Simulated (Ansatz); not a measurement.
# TaRu: the cost of one run

All numbers are computed with Ansatz 0.2.0 through its Python package. Level of theory: DFT PBEsol, plane waves, PAW.

**1. Starting point**

TaRu P4/mmm: The structure is tetragonal, space group P4/mmm (No. 123). The conventional cell has a = 3.053 Å, b = 3.053 Å, c = 3.389 Å, α = 90.00°, β = 90.00°, γ = 90.00°. Around Ta (site symmetry 4/mmm) lie 8 Ru at 2.74 Å and 4 Ta at 3.05 Å. Ru (site symmetry 4/mmm) has 8 Ta at 2.74 Å and 4 Ru at 3.05 Å as nearest neighbours.

Ta Im-3m: The structure is cubic, space group Im-3m (No. 229). The conventional cell has a = 3.303 Å, b = 3.303 Å, c = 3.303 Å, α = 90.00°, β = 90.00°, γ = 90.00°. Ta (site symmetry m-3m) has 8 Ta at 2.86 Å as nearest neighbours.

Ru P6_3/mmc: Symmetry: P6_3/mmc, No. 194, hexagonal system. Conventional cell: a = 2.706 Å, b = 2.706 Å, c = 4.282 Å, α = 90.00°, β = 90.00°, γ = 120.00°. Around Ru (site symmetry -6m2) lie 12 Ru at 2.65 to 2.71 Å.

The script holds or builds the structure itself.

**2. The code**

Contents of formation_taru.py:

```python
"""Formation energy of TaRu from the elements, after relaxing cells and atoms."""

from collections import Counter
import logging
import sys
import warnings

import ansatz
import numpy as np

logging.basicConfig(stream=sys.stdout, format="[%(levelname)s] %(message)s")
logger = logging.getLogger("run")
logger.setLevel(logging.INFO)

PHASES = {
    "TaRu": (
        [(3.053, 0.0, 0.0), (0.0, 3.053, 0.0), (0.0, 0.0, 3.389)],
        [
            ("Ta", (0.5, 0.5, 0.5)),
            ("Ru", (0.0, 0.0, 0.0)),
        ],
    ),
    "Ta": (
        [(-1.65128, 1.65128, 1.65128), (1.65128, -1.65128, 1.65128), (1.65128, 1.65128, -1.65128)],
        [
            ("Ta", (0.0, 0.0, 0.0)),
        ],
    ),
    "Ru": (
        [(2.7058, 0.0, 0.0), (-1.3529, 2.343292, 0.0), (0.0, 0.0, 4.2819)],
        [
            ("Ru", (1 / 3, 2 / 3, 0.25)),
            ("Ru", (2 / 3, 1 / 3, 0.75)),
        ],
    ),
}


def build(vectors, sites):
    crystal = ansatz.Crystal(lattice=ansatz.Lattice.of(vectors))
    for symbol, position in sites:
        crystal = crystal.atom(symbol, position)
    return crystal


def ground_state(name, crystal):
    calc = (
        crystal.calculation()
        .functional("pbesol")
        .basis(520)
        .kpoints(spacing=0.15)
        .occupations("cold", width=0.05)
        .stress()
    )
    calc = calc.relax(force_tolerance=0.03, max_steps=40, cell=True)
    return calc.run()


def counts(outcome):
    return Counter(site.symbol for site in outcome.lattice.sites)

def formation_energy(outcome, mu):
    n = counts(outcome)
    return (outcome.report["energy_sigma0_ev"] - sum(k * mu[element] for element, k in n.items())) / sum(n.values())


def volume_per_atom(outcome):
    return abs(np.linalg.det(outcome.lattice.cell_ang)) / len(outcome.lattice.sites)


def main() -> None:
    warnings.simplefilter("ignore", ansatz.DeckWarning)

    phases = {name: build(*cell) for name, cell in PHASES.items()}

    done = {}
    for name, crystal in phases.items():
        done[name] = ground_state(name, crystal)
        logger.info(f"{name}: {done[name].report['energy_sigma0_ev']:.4f} eV, {len(done[name].lattice.sites)} atoms")

    # chemical potentials of the elements at zero temperature
    references = {"Ta": "Ta", "Ru": "Ru"}
    mu = {element: done[name].report["energy_sigma0_ev"] / len(done[name].lattice.sites) for element, name in references.items()}

    target = done["TaRu"]
    heat = formation_energy(target, mu)
    rows = [(name, len(o.lattice.sites), volume_per_atom(o), formation_energy(o, mu)) for name, o in done.items()]
    logger.info("     phase       atoms  V (A^3/atom)  E_form (eV/atom)")
    for row in rows:
        logger.info(f"{str(row[0]):>10}  {row[1]:10d}  {row[2]:12.3f}  {row[3]:16.4f}")


if __name__ == "__main__":
    main()
```

**3. The input behind the calls**

The engine receives this input (first run):

```yaml
crystal:
  lattice:
    - [3.053, 0.0, 0.0]
    - [0.0, 3.053, 0.0]
    - [0.0, 0.0, 3.389]
  atoms:
    - { symbol: Ta, position: [0.5, 0.5, 0.5] }
    - { symbol: Ru, position: [0.0, 0.0, 0.0] }
basis:
  ecutwfc: 520.0
kpoints:
  mp_grid:
    kspacing: 0.15
hamiltonian:
  xc: pbesol
scf:
  occupations:
    method: cold
    width: 0.05
relax:
  f_tol: 0.03
  max_steps: 40
  cell: {}
output:
  stress: true
```

**4. The run**

The run is started by

```bash
$ python formation_taru.py
```

What time and memory should one allow on 1 thread of Arm Neoverse V2, shared host?

About 70 s, with a peak of 0.56 GiB.
